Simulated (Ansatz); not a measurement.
# Ta3AsAu2O13 (Cm) in Ansatz: notebook

The runs below take Ta3AsAu2O13 through relaxation of cell and atoms, single point, with PBE.

Everything below comes from runs of Ansatz 0.2.0. Logs are shortened: lines on timing, memory, paths and dates and some standing lists are left out, and cuts for length are marked.

### Step 1. The crystal as given

Symmetry: Cm, No. 8, monoclinic system. The conventional cell has a = 12.861 Å, b = 3.887 Å, c = 10.986 Å, α = 90.00°, β = 103.45°, γ = 90.00°. Ta (site symmetry m) has 4 O at 1.83 to 2.03 Å as nearest neighbours. Ta (site symmetry m) has 5 O at 1.83 to 2.10 Å as nearest neighbours. Ta (site symmetry m) has 5 O at 1.86 to 2.08 Å as nearest neighbours. As (site symmetry m) has 3 O at 1.73 to 1.80 Å as nearest neighbours. Around Au (site symmetry m) lie 5 O at 1.97 to 2.26 Å. Au (site symmetry m) is surrounded by 4 O at 1.98 to 2.05 Å. O (site symmetry m) has 1 As at 1.73 Å as nearest neighbours. O (site symmetry m) has 1 Ta at 1.83 Å and 1 Au at 1.97 Å as nearest neighbours.

The cell was built by a generator and needn't be a form met in nature.

### Step 2. Relaxation of cell and atoms, PBE

File input.yaml:

```yaml
crystal:
  lattice:
    - [6.4303, -1.94333, -0.00483]
    - [6.4303, 1.94333, -0.00483]
    - [-2.54785, 0.0, 10.68617]
  atoms:
    - { symbol: Ta, position: [0.42174, 0.42174, 0.35289] }
    - { symbol: Ta, position: [0.60514, 0.60514, 0.67616] }
    - { symbol: Ta, position: [0.33575, 0.33575, 0.98865] }
    - { symbol: As, position: [0.62199, 0.62199, 0.00347] }
    - { symbol: Au, position: [0.71608, 0.71608, 0.3478] }
    - { symbol: Au, position: [0.30523, 0.30523, 0.63263] }
    - { symbol: O, position: [0.69967, 0.69967, 0.15479] }
    - { symbol: O, position: [0.56266, 0.56266, 0.34673] }
    - { symbol: O, position: [0.27377, 0.27377, 0.44492] }
    - { symbol: O, position: [0.32994, 0.32994, 0.81777] }
    - { symbol: O, position: [0.48263, 0.48263, 0.55126] }
    - { symbol: O, position: [0.75351, 0.75351, 0.62745] }
    - { symbol: O, position: [0.36278, 0.36278, 0.18289] }
    - { symbol: O, position: [0.87969, 0.87969, 0.36594] }
    - { symbol: O, position: [0.57427, 0.57427, 0.83568] }
    - { symbol: O, position: [0.11671, 0.11671, 0.67068] }
    - { symbol: O, position: [0.49325, 0.49325, 0.03078] }
    - { symbol: O, position: [0.16601, 0.16601, 0.98717] }
    - { symbol: O, position: [0.79918, 0.79918, 0.98234] }
hamiltonian:
  xc: pbe
  pseudopotentials: { kind: paw }
kpoints:
  mp_grid: { grid: [5, 5, 2] }
scf:
  occupations: { method: fermi_dirac, width: 0.05 }
output:
  forces: true
  stress: true
  eigenvalues: true
relax:
  f_tol: 0.01
  max_steps: 40
  cell: { stress_tol: 0.05 }
```

Potentials or basis: Ansatz PAW.

Launch:

```
ansatz run input.yaml --threads 8 --pin off --max-ram 20480MiB --backend cpu --events-out ev --progress --plain --runs-dir out
```

The program printed:

```text
Warning: RAYON_NUM_THREADS=8 ignored (pool sized by the plan → 8); use --threads N
Engine: ansatz 0.2.0, aarch64-unknown-linux-gnu
Pseudopotentials: kind: paw
Pseudopotential: Ta, paw, valence charge 13, recommended cutoff 420 eV (normal), Ta.paw.azcp
Pseudopotential: As, paw, valence charge 15, recommended cutoff 420 eV (normal), As.paw.azcp
Pseudopotential: Au, paw, valence charge 19, recommended cutoff 420 eV (normal), Au.paw.azcp
Pseudopotential: O, paw, valence charge 6, recommended cutoff 420 eV (normal), O.paw.azcp
Functional definition: PBE
  parameter kappa = 0.804
  parameter beta = 0.06672455060314922
  exchange = pbe_x(kappa = kappa, mu = beta*pi^2/3)
  correlation = pbe_c(beta = beta)
Crystal: 19 atoms, lattice volume = 267.025 Å³
Basis set: ecut = 420 eV, 5263 PW (Γ), exchange–correlation on 90×90×150 points (8 copies of the dense FFT grid, shifted against one another)
Bands: 104, of which v1, the nominal top of the filled ones, is band 85 counted from 1 (84 counted from 0)
Symmetry: 2 space group operations
Space group: Cm (ITA 8), of the structure as read, at distance tolerance 6.4e-5 Å
k-points: 18 of 50 (time reversal used)
Non-local potential: Ta, projectors of the file, l = 0: 3, l = 1: 2, l = 2: 2, l = 3: 1
Non-local potential: As, projectors of the file, l = 0: 2, l = 1: 2, l = 2: 3, l = 3: 1
Non-local potential: Au, projectors of the file, l = 0: 3, l = 1: 2, l = 2: 2, l = 3: 1
Non-local potential: O, projectors of the file, l = 0: 2, l = 1: 2, l = 2: 1
PAW form: soft (Blöchl's): semilocal exchange-correlation on the pseudo side does not see the compensation charge
PAW one-centre angular grid: Ta, 590 points (default); XC on 64 Gauss nodes
PAW one-centre angular grid: As, 590 points (default); XC on 64 Gauss nodes
PAW one-centre angular grid: Au, 590 points (default); XC on 64 Gauss nodes
PAW one-centre angular grid: O, 110 points (default); XC on 64 Gauss nodes
Initial density: superposition of atomic densities (neutral atoms: chi_scale 0, normalization atom), corrected by the library's trained network
Initial wavefunctions: pseudopotential atomic-orbital guess
Functional: x = pbe(κ = 0.804, μ = 0.2195149727645171), c = pbe(β = 0.06672455060314922)
SCF iter   1: F=—  HF=-68325.853311 eV  |F-HF|=—  |Δ(HF+E_count)|=         —  Δρ=1.15e-2  dr2=9.44e-1  ethr=1.77e-3  ⟨swp⟩=6.1  Hψ=6468  notcnv=0  defer=134
preconditioner: auto → LDOS  [metal: Δε(μ)=0.017 eV  Ē_g=11.148 eV  σ=0.050 eV  W_gap=0.08  n_scr=78 (ndim 8)  ℏωp=24.9 eV  f_vac=0.160  D(μ)=3.24/eV (n_scr^D=12)  β→1.0]
SCF iter   2: F=—  HF=-68325.854826 eV  |F-HF|=—  |Δ(HF+E_count)|=   1.52e-3  Δρ=1.38e-2  dr2=6.95e-1  ethr=5.56e-4  ⟨swp⟩=3.3  Hψ=2917  notcnv=0  defer=188
SCF iter   3: F=—  HF=-68325.737125 eV  |F-HF|=—  |Δ(HF+E_count)|=   1.18e-1  Δρ=4.21e-3  dr2=4.90e-2  ethr=4.09e-4  ⟨swp⟩=2.5  Hψ=2644  notcnv=0  defer=188
SCF iter   4: F=—  HF=-68325.737868 eV  |F-HF|=—  |Δ(HF+E_count)|=   7.43e-4  Δρ=3.15e-3  dr2=3.64e-2  ethr=2.88e-5  ⟨swp⟩=2.0  Hψ=3007  notcnv=0  defer=189
SCF iter   5: F=—  HF=-68325.734845 eV  |F-HF|=—  |Δ(HF+E_count)|=   3.02e-3  Δρ=2.01e-3  dr2=1.16e-2  ethr=2.14e-5  ⟨swp⟩=2.0  Hψ=2739  notcnv=0  defer=187
SCF iter   6: F=—  HF=-68325.733935 eV  |F-HF|=—  |Δ(HF+E_count)|=   9.10e-4  Δρ=9.39e-4  dr2=2.58e-3  ethr=6.80e-6  ⟨swp⟩=2.0  Hψ=2579  notcnv=0  defer=187
SCF iter   7: F=—  HF=-68325.733974 eV  |F-HF|=—  |Δ(HF+E_count)|=   3.91e-5  Δρ=4.46e-4  dr2=4.63e-4  ethr=1.52e-6  ⟨swp⟩=2.0  Hψ=2216  notcnv=0  defer=187
SCF iter   8: F=—  HF=-68325.733985 eV  |F-HF|=—  |Δ(HF+E_count)|=   1.10e-5  Δρ=1.79e-4  dr2=8.02e-5  ethr=2.72e-7  ⟨swp⟩=2.0  Hψ=2583  notcnv=0  defer=187
[... 53 lines left out ...]
Harris-Foulkes:  -68325.733978 eV  (|F-HF|=8.73e-11)
Internal energy: -68325.707163 eV  (E = F + TS)
E sigma→0 (E₀):  -68325.720571 eV
Entropy (-TS):   -0.026815 eV (-1.411 meV/atom)
Fermi energy:    7.720180 eV
--- Per-component energies (eV) ---
  E_band       = -2001.788308
  E_kinetic    = 4654.245208
  E_local      = -16732.502337  (includes V_loc(G=0)·N_el)
  E_nonlocal   = 155.014300
  E_hartree    = 6833.034997
  E_xc         = -2133.520271
  E_vxc        = -2444.212492  (∫ρ·V_xc dr)
  E_paw        = -48497.514853  (= ΣΔE_a)
  E_vpaw       = -1300.438499  (= ΣTr[D̂ρ^β])
  E_aug_tail   = 0.035700  (compensation charges beyond the density's cutoff)
  E_ewald      = -12604.499908
  E_smearing   = -0.026815  (= −TS)
  E_closure    = -0.000000  (closes the sum)
  Σ components = -68325.733978   (vs F -68325.733978, Δ=0.00e0)
--- Forces (eV/Å), atoms counted from 1 ---
  atom   1  Ta     0.00218789    -0.00000000    -0.00240174
  atom   2  Ta     0.00249878    -0.00000000     0.00048032
  atom   3  Ta     0.00552183     0.00000000     0.00044557
  atom   4  As     0.00308311     0.00000000    -0.00805115
  atom   5  Au     0.00191684     0.00000000    -0.00254874
  atom   6  Au     0.00162138     0.00000000    -0.00033577
[... 11 lines left out ...]
  atom  18  O     -0.00212103    -0.00000000     0.00180279
  atom  19  O      0.00179576    -0.00000000     0.00032849
  max |Σ_I F_I| component: 1.38e-5 eV/Å
--- Stress (GPa, compression-positive) ---
       -0.002056       0.000000      -0.002988
        0.000000       0.000789       0.000000
       -0.002988       0.000000       0.001861
  P = ⅓ Tr σ = 0.0002 GPa (0.002 kbar)
--- Band table (eV; the first three rows and the last of 18) ---
  k-point 0: bands = ["-97.8971", "-97.8797", "-60.5423", "-60.4648", "-60.3687", "-49.7737", "-49.6773", "-49.5258", "-49.1308", "-49.0021", "-48.7477", "-29.2983", "-29.2601", "-29.2427", "-29.1706", "-29.1699", "-27.2808", "-27.1032", "-27.0994", "-27.0709", "-27.0434", "-27.0097", "-26.9768", "-26.9630", "-26.8738", "-12.0889", "-11.3497", "-10.9443", "-10.4407", "-10.2953", "-10.1650", "-10.0651", "-9.9665", "-9.7659", "-9.6166", "-9.4332", "-9.0558", "-8.7884", "-1.7474", "0.6792", "0.8221", "1.0440", "1.3522", "1.4249", "1.5655", "1.6648", "1.8544", "1.9616", "2.2445", "2.6974", "2.8265", "2.9063", "3.0856", "3.2577", "3.5913", "3.6701", "4.0396", "4.2352", "4.4257", "4.4322", "4.6001", "4.7111", "4.9746", "4.9821", "5.1956", "5.1966", "5.2404", "5.3231", "5.4415", "5.4532", "5.5276", "5.6181", "5.7345", "5.7592", "5.8331", "5.9400", "6.1653", "6.2992", "6.5365", "6.6508", "6.8249", "6.9430", "7.0441", "7.1581", "7.7009", "7.8580", "8.4126", "9.4005", "10.3349", "10.9094", "11.2418", "11.4278", "11.6594", "11.7553", "12.1326", "12.1327", "12.6122", "12.8065", "12.9512", "13.2309", "13.6790", "14.0833", "14.7021", "15.0429"]
  k-point 1: bands = ["-97.8971", "-97.8797", "-60.5423", "-60.4648", "-60.3687", "-49.7737", "-49.6773", "-49.5258", "-49.1308", "-49.0021", "-48.7477", "-29.2983", "-29.2601", "-29.2427", "-29.1706", "-29.1699", "-27.2808", "-27.1032", "-27.1004", "-27.0710", "-27.0404", "-27.0112", "-26.9772", "-26.9629", "-26.8738", "-12.0848", "-11.3598", "-10.9375", "-10.4394", "-10.3028", "-10.1630", "-10.0609", "-9.9703", "-9.7764", "-9.6195", "-9.4058", "-9.0661", "-8.7882", "-1.7449", "0.6949", "0.7916", "1.0049", "1.3594", "1.4166", "1.5574", "1.6664", "1.8754", "1.9512", "2.1985", "2.6321", "2.8914", "2.9584", "3.2851", "3.3940", "3.5972", "3.7058", "3.9718", "3.9950", "4.3917", "4.4278", "4.6576", "4.7298", "4.8173", "5.0205", "5.0241", "5.1707", "5.3076", "5.3135", "5.4175", "5.4726", "5.4855", "5.5934", "5.8032", "5.8157", "5.8922", "6.0341", "6.2164", "6.3050", "6.5887", "6.7477", "6.8195", "6.9330", "6.9543", "7.0173", "7.7013", "7.8164", "8.3931", "9.5450", "10.3321", "10.9053", "11.2273", "11.2530", "11.6181", "11.7688", "12.1406", "12.4359", "12.6137", "12.6824", "13.0216", "13.1480", "13.7611", "14.1145", "14.7422", "14.9276"]
  k-point 2: bands = ["-97.8971", "-97.8797", "-60.5420", "-60.4646", "-60.3685", "-49.7737", "-49.6772", "-49.5270", "-49.1308", "-49.0029", "-48.7476", "-29.2975", "-29.2604", "-29.2419", "-29.1708", "-29.1699", "-27.2789", "-27.1381", "-27.0978", "-27.0691", "-27.0414", "-27.0103", "-26.9972", "-26.9749", "-26.9148", "-11.9246", "-11.1272", "-10.7984", "-10.3894", "-10.2846", "-10.0584", "-9.9685", "-9.7508", "-9.6264", "-9.5362", "-9.4112", "-9.2190", "-8.7844", "-2.1753", "0.5609", "0.7703", "0.9191", "0.9895", "1.1895", "1.4268", "1.9674", "2.2064", "2.3106", "2.3815", "2.5810", "2.8001", "2.9196", "3.1017", "3.3194", "3.4828", "3.5322", "3.7158", "3.9312", "4.0174", "4.1624", "4.2342", "4.4167", "4.4791", "4.5866", "4.7821", "4.9520", "5.0946", "5.2085", "5.3216", "5.4024", "5.4860", "5.5602", "5.6829", "5.7321", "5.9664", "6.1175", "6.1384", "6.2979", "6.4199", "6.5686", "6.8105", "6.9071", "7.1276", "7.2610", "7.4334", "8.1666", "8.9154", "9.6735", "10.8867", "11.1380", "11.3972", "11.6559", "11.7078", "11.8205", "11.9955", "12.2210", "12.4338", "12.9143", "13.1262", "13.4438", "13.8969", "14.2648", "15.0416", "15.3186"]
  k-point 17: bands = ["-97.8971", "-97.8797", "-60.5420", "-60.4646", "-60.3685", "-49.7737", "-49.6772", "-49.5270", "-49.1308", "-49.0029", "-48.7476", "-29.2975", "-29.2604", "-29.2420", "-29.1708", "-29.1699", "-27.2794", "-27.1380", "-27.0977", "-27.0692", "-27.0417", "-27.0101", "-26.9973", "-26.9749", "-26.9148", "-11.7975", "-11.0298", "-10.7831", "-10.4509", "-10.3642", "-10.2733", "-10.0403", "-9.7404", "-9.5744", "-9.5385", "-9.4124", "-9.1555", "-8.7803", "-2.0230", "0.3403", "0.7429", "0.9380", "1.0455", "1.2855", "1.3985", "2.0902", "2.1696", "2.2949", "2.5770", "2.5992", "2.8121", "3.0205", "3.2380", "3.3889", "3.4969", "3.5740", "3.7623", "3.8166", "3.9639", "4.0598", "4.1372", "4.1812", "4.4366", "4.4928", "4.6700", "4.8842", "5.0170", "5.1130", "5.2031", "5.5069", "5.6013", "5.6626", "5.6959", "5.8330", "6.0029", "6.1151", "6.1925", "6.3937", "6.4269", "6.5944", "6.7604", "6.7929", "7.0208", "7.2511", "7.3934", "8.0716", "8.9257", "9.8648", "10.7954", "11.3741", "11.4903", "11.6029", "11.6708", "11.6902", "12.2949", "12.4185", "12.6515", "12.7323", "13.3841", "13.4867", "14.0077", "14.2275", "14.6231", "15.0759"]
--- Relaxed structure (3 steps of the walk, 3 accepted, 1 SCFs on fresh bases) ---
  F+E_penalty+E_count = -68325.73397801 eV   max|allowed force component| = 8.051e-3 eV/Å   (the final SCF, on the basis selected at the relaxed cell)
  cell:  # Å, volume = 267.1765 Å³
    - [6.4320621174724835, -1.9434512446789065, -0.004975889645406746]
    - [6.4320621174724835, 1.9434512446789065, -0.004975889645406746]
    - [-2.5487887503497335, 5.593032562903614e-19, 10.688688877936618]
  atoms:
    - { symbol: Ta, position: [0.4217555856676475, 0.4217555856676475, 0.35285337547156354] }
    - { symbol: Ta, position: [0.6052250740227318, 0.6052250740227318, 0.6760594208482926] }
    - { symbol: Ta, position: [0.33579136710003915, 0.33579136710003915, 0.9885882280647931] }
    - { symbol: As, position: [0.6219748443510931, 0.6219748443510931, 0.0033897716704043204] }
    - { symbol: Au, position: [0.7160779380091091, 0.7160779380091091, 0.3478817989958298] }
    - { symbol: Au, position: [0.3051939960322624, 0.3051939960322624, 0.6326177123941488] }
    - { symbol: O, position: [0.6993773823646761, 0.6993773823646761, 0.1548251481036177] }
    - { symbol: O, position: [0.5626366174283476, 0.5626366174283476, 0.34677589096362404] }
    - { symbol: O, position: [0.27389296326131696, 0.27389296326131696, 0.444982262190939] }
    - { symbol: O, position: [0.3297755855857777, 0.3297755855857777, 0.8177574305003736] }
    - { symbol: O, position: [0.4826742505102619, 0.4826742505102619, 0.5512109283036762] }
    - { symbol: O, position: [0.7535073118550332, 0.7535073118550332, 0.6276460120350283] }
    - { symbol: O, position: [0.36290278743798754, 0.36290278743798754, 0.18286923080409612] }
    - { symbol: O, position: [0.879706076102603, 0.879706076102603, 0.3658782437303285] }
    - { symbol: O, position: [0.5744664873736476, 0.5744664873736476, 0.8356344014938708] }
    - { symbol: O, position: [0.1165815377892196, 0.1165815377892196, 0.6707375673053818] }
    - { symbol: O, position: [0.4932277401591718, 0.4932277401591718, 0.03056214687430533] }
    - { symbol: O, position: [0.16597533190816455, 0.16597533190816455, 0.9871797385840919] }
    - { symbol: O, position: [0.7992571230409109, 0.7992571230409109, 0.9825506916656336] }
```

Wall time 50 s (8 threads of Arm Neoverse V1, shared host); peak memory 1.6 GiB.

Results:

```yaml
Free_energy: -68325.7340 eV
Relaxed_volume: 14.06 Å³/atom
Relaxed_cell: a = 6.719 Å, b = 6.719 Å, c = 10.988 Å, α = 102.87°, β = 102.87°, γ = 33.62°
Space_group_after_relaxing_to_0.05_Å: Cm (No. 8)
Energy_gained_by_relaxing: 0.0 meV/atom
Ionic_steps: 4
Pressure_after_relaxing: 0.0 GPa
Largest_force_after_relaxing: 0.009 eV/Å
Band_gap_on_the_k_mesh: none (metal or under the smearing width)
```

Forces on the atoms (eV/Å):
```
Ta   0.002  0.000 -0.002
Ta   0.002  0.000  0.000
Ta   0.006  0.000  0.000
As   0.003  0.000 -0.008
Au   0.002  0.000 -0.003
Au   0.002  0.000  0.000
O    0.000  0.000  0.003
O    0.001  0.000  0.001
O   -0.003  0.000  0.000
O   -0.001  0.000 -0.001
O   -0.002  0.000 -0.001
O   -0.003  0.000  0.000
O   -0.002  0.000  0.003
O   -0.001  0.000  0.000
O    0.001  0.000  0.008
O    0.000  0.000 -0.001
O   -0.006  0.000 -0.003
O   -0.002  0.000  0.002
O    0.002  0.000  0.000
```

Step by step:
```
step  energy change (eV)  largest force (eV/Å)  volume (Å³)
   1              0.0000                0.0423       267.03
   2              0.0004                0.0125       267.16
   3              0.0004                0.0086       267.18
   4             -0.0001                0.0086       267.18
```

Final structure:
```
CELL_PARAMETERS angstrom
6.43206 -1.94345 -0.00498
6.43206 1.94345 -0.00498
-2.54879 0.00000 10.68869
ATOMIC_POSITIONS crystal
Ta 0.42176 0.42176 0.35285
Ta 0.60523 0.60523 0.67606
Ta 0.33579 0.33579 0.98859
As 0.62197 0.62197 0.00339
Au 0.71608 0.71608 0.34788
Au 0.30519 0.30519 0.63262
O 0.69938 0.69938 0.15483
O 0.56264 0.56264 0.34678
O 0.27389 0.27389 0.44498
O 0.32978 0.32978 0.81776
O 0.48267 0.48267 0.55121
O 0.75351 0.75351 0.62765
O 0.36290 0.36290 0.18287
O 0.87971 0.87971 0.36588
O 0.57447 0.57447 0.83563
O 0.11658 0.11658 0.67074
O 0.49323 0.49323 0.03056
O 0.16598 0.16598 0.98718
O 0.79926 0.79926 0.98255
```

Caveat: the plane-wave basis is chosen anew once the cell has moved, so the energies of steps on either side of that aren't comparable; the pressure holds a Pulay correction of +0.6 GPa for the finite cutoff.

### Step 3. Single point, PBE

Changes to input.yaml since step 2:

```diff
@@ -27,5 +27,5 @@
   xc: pbe
-  pseudopotentials: { kind: paw }
+  pseudopotentials: { kind: paw, source: jth }
 kpoints:
-  mp_grid: { grid: [5, 5, 2] }
+  mp_grid: { grid: [7, 7, 3] }
 scf:
@@ -36,5 +36 @@
   eigenvalues: true
-relax:
-  f_tol: 0.01
-  max_steps: 40
-  cell: { stress_tol: 0.05 }
```

Potentials or basis: JTH PAW.

Launch:

```
ansatz run input.yaml --threads 8 --pin off --max-ram 20480MiB --backend cpu --events-out ev --progress --plain --runs-dir out
```

It took 2.9 min on 8 threads of Arm Neoverse V1, shared host; peak memory 8.7 GiB.

The run converged. Its results:

```yaml
Free_energy: -62999.5557 eV
Pressure: 0.9 GPa
Largest_force: 0.235 eV/Å
Band_gap_on_the_k_mesh: none (metal or under the smearing width)
```

Forces in eV/Å, atoms in the order of the input:
```
Ta  -0.126  0.000  0.190
Ta   0.168  0.000  0.018
Ta  -0.027  0.000  0.118
As   0.010  0.000 -0.047
Au   0.119  0.000  0.055
Au   0.130  0.000 -0.025
O   -0.003  0.000 -0.049
O   -0.136  0.000 -0.005
O    0.007  0.000 -0.235
O   -0.004  0.000  0.139
O   -0.124  0.000 -0.133
O   -0.108  0.000  0.006
O   -0.027  0.000 -0.168
O    0.169  0.000  0.016
O   -0.038  0.000  0.108
O   -0.001  0.000  0.002
O    0.017  0.000  0.000
O   -0.010  0.000  0.011
O   -0.016  0.000 -0.002
```

Stress tensor (GPa, compression positive):
```
0.94 0.00 0.04
0.00 0.49 0.00
0.04 0.00 1.24
```

Levels at points of the mesh, in eV from the Fermi level:
| k point | band 75 | band 76 | band 77 | band 78 | band 79 | band 80 |
| --- | --- | --- | --- | --- | --- | --- |
| (0.00, 0.00, 0.00) | -0.67 | -0.56 | -0.01 | 0.12 | 0.67 | 1.67 |

Spin-orbit coupling is left out, which matters for the levels of Au, Ta.
